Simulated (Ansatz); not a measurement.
# Zr3SnSe: the cost of one run

Method: DFT PBE, scalar-relativistic, plane waves, PAW, in Ansatz 0.2.0.

**1. The starting structure**

Symmetry: P4mm, No. 99, tetragonal system. The conventional cell has a = 4.297 Å, b = 4.297 Å, c = 5.446 Å, α = 90.00°, β = 90.00°, γ = 90.00°. Around Zr (site symmetry 4mm) lie 1 Se at 2.40 Å. Zr (site symmetry 2mm) is surrounded by 2 Se at 2.32 Å. Around Sn (site symmetry 4mm) lie 12 Zr at 3.11 to 3.56 Å and 4 Se at 3.50 Å. Se (site symmetry 4mm) has 5 Zr at 2.32 to 2.40 Å as nearest neighbours.

Coordinates:

```
Zr Sn Se
1.0
     4.29681    0.00000    0.00000
     0.00000    4.29681    0.00000
     0.00000    0.00000    5.44618
Zr Sn Se
3 1 1
Direct
  0.50000 0.50000 0.12010
  0.00000 0.50000 0.52090
  0.50000 0.00000 0.52090
  0.00000 0.00000 0.00000
  0.50000 0.50000 0.68000
```

The cell is invented: species swapped into a database cell of CeBPt3 (P4mm, No. 99), with Sn on the Ce sites, Se on the B sites and Zr on the Pt sites. The dimensions are guesses.

**2. Probe: one point on a coarse mesh**

File input.yaml:

```yaml
crystal:
  lattice:
    - [4.29680504, 0.0, 0.0]
    - [0.0, 4.29680504, 0.0]
    - [0.0, 0.0, 5.44618053]
  atoms:
    - { symbol: Zr, position: [0.5, 0.5, 0.1201] }
    - { symbol: Zr, position: [0.0, 0.5, 0.52090001] }
    - { symbol: Zr, position: [0.5, 0.0, 0.52090001] }
    - { symbol: Sn, position: [0.0, 0.0, 0.0] }
    - { symbol: Se, position: [0.5, 0.5, 0.68000001] }
basis:
  ecutwfc: 420
kpoints:
  mp_grid: { grid: [4, 4, 4] }
hamiltonian:
  xc: pbe
scf:
  occupations: { method: gaussian, width: 0.1 }
  lower_state_search: "off"
output:
  forces: true
  stress: true
  eigenvalues: true
```

Command:

```sh
ansatz run input.yaml --threads 1 --pin off --max-ram 2560MiB --backend cpu --events-out ev --progress --plain --runs-dir out
```

What time and memory should one allow on 1 thread of Intel Xeon at 2.70GHz, shared host?

About 12 s, with a peak of 0.39 GiB.
